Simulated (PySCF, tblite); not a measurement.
**C4H17BSi3: geometry, infrared bands and NMR shifts**

Wanted: the infrared bands and NMR shifts of C4H17BSi3 (`C[SiH2]C[C@H]([SiH3])BC[SiH3]`), by calculation.

The runs use tblite 0.8.0 and PySCF 2.14.0, with density-fitted response routines of our own; the level of theory stands in each step. All values are computed, except where a source is named. Atoms count from 0, in the outputs and in this text.

## Step 1: Starting geometry

25 atoms, charge 0, multiplicity 1; geometry from: force field or distance geometry start.

Bonds of the start (Å): C0–Si1 1.87, Si1–C2 1.86, C2–C3 1.52, C3–Si4 1.84, C3–B5 1.57, B5–C6 1.58, C6–Si7 1.89, C0–H8 1.11, C0–H9 1.10, C0–H10 1.11, Si1–H11 1.50, Si1–H12 1.44, C2–H13 1.12, C2–H14 1.12, C3–H15 1.14, Si4–H16 1.47, Si4–H17 1.48, Si4–H18 1.46, B5–H19 1.19, C6–H20 1.10, C6–H21 1.10, Si7–H22 1.49, Si7–H23 1.45, Si7–H24 1.48.

## Step 2: Optimising the geometry with GFN2-xTB

What the job is given:

```
{"job": {"kind": "relax", "xc": "GFN2-xTB", "basis": "xTB"}, "charge": 0, "multiplicity": 1}
C      3.818800     1.037700     0.736200
Si     2.561000    -0.102500    -0.042500
C      0.807000     0.377400     0.344700
C     -0.055000    -0.831100     0.014200
Si     0.068500    -1.384500    -1.738300
B     -1.546200    -0.674100     0.482200
C     -2.620600     0.070900    -0.411200
Si    -3.663200     1.080800     0.793000
H      3.444300     2.082000     0.812300
H      4.750000     0.943500     0.165400
H      4.005600     0.636300     1.754900
H      2.717200    -1.471800     0.553500
H      2.685300    -0.215100    -1.468600
H      0.687800     0.628100     1.426100
H      0.489100     1.290900    -0.226500
H      0.358500    -1.701200     0.632100
H      1.461300    -1.779200    -2.010800
H     -0.724700    -2.629800    -1.858800
H     -0.376900    -0.381700    -2.706500
H     -1.843600    -0.916500     1.605000
H     -3.230700    -0.654900    -0.976800
H     -2.089200     0.697800    -1.136500
H     -2.847500     1.281100     2.024000
H     -3.982900     2.338600     0.154200
H     -4.884800     0.301300     1.087900
```

The run is started by

```console
> OMP_NUM_THREADS=1 python probes_run.py task.json out
```

One launch serves the whole session: the jobs run in the order shown.

**Question.** This job is followed by: GFN2-xTB harmonic vibrations, gas phase; GIAO PBE0/pcSseg-1 NMR shielding, non-relativistic, gas phase. Predict these results of the whole session: strongest single infrared mode (GFN2-xTB); zero-point energy (GFN2-xTB); ¹³C shifts against TMS (PBE0/pcSseg-1); ¹H shifts against TMS (PBE0/pcSseg-1, means over atoms taken as alike); ²⁹Si shifts against TMS (PBE0/pcSseg-1); ¹¹B shifts against BF3·OEt2 (PBE0/pcSseg-1); surface potential, 1st and 99th percentile.

**Answer**, as computed:

| quantity | value |
| --- | --- |
| strongest single infrared mode (GFN2-xTB) | 2249 cm⁻¹, 479 km/mol |
| zero-point energy (GFN2-xTB) | 115.9 kcal/mol |
| ¹³C shifts against TMS (PBE0/pcSseg-1) | 30.5, 13.8, 10.9, -6.3 ppm |
| ¹H shifts against TMS (PBE0/pcSseg-1, means over atoms taken as alike) | 7.44, 4.51, 4.08, 4.01, 3.77, 1.94, 1.50, 1.37, 1.26, 1.20, 0.12 ppm |
| ²⁹Si shifts against TMS (PBE0/pcSseg-1) | -40.2, -80.2, -84.6 ppm |
| ¹¹B shifts against BF3·OEt2 (PBE0/pcSseg-1) | 80.3 ppm |
| surface potential, 1st and 99th percentile | -0.22 V and 1.02 V |

The optimisation took 207 steps and gained 0.949 eV; among the close pairs (by a distance rule), C3–Si4 changed most, from 1.842 to 1.919 Å. All 69 modes are real, so the xTB geometry is a minimum. The strongest single mode, at 2249 cm⁻¹, moves mainly H17. Unscaled tight-binding wavenumbers are off by several per cent, some by more. Its intensities can rank the bands wrongly. At PBE0/pcSseg-1: Shielding is most anisotropic at B5 (span 178 ppm, paramagnetic term -173 ppm). At PBE0/pcSseg-1, counted by nearest atom on the grid, the HOMO lies on C3 23 %; C2 15 %, the LUMO on B5 43 %; H19 12 %.
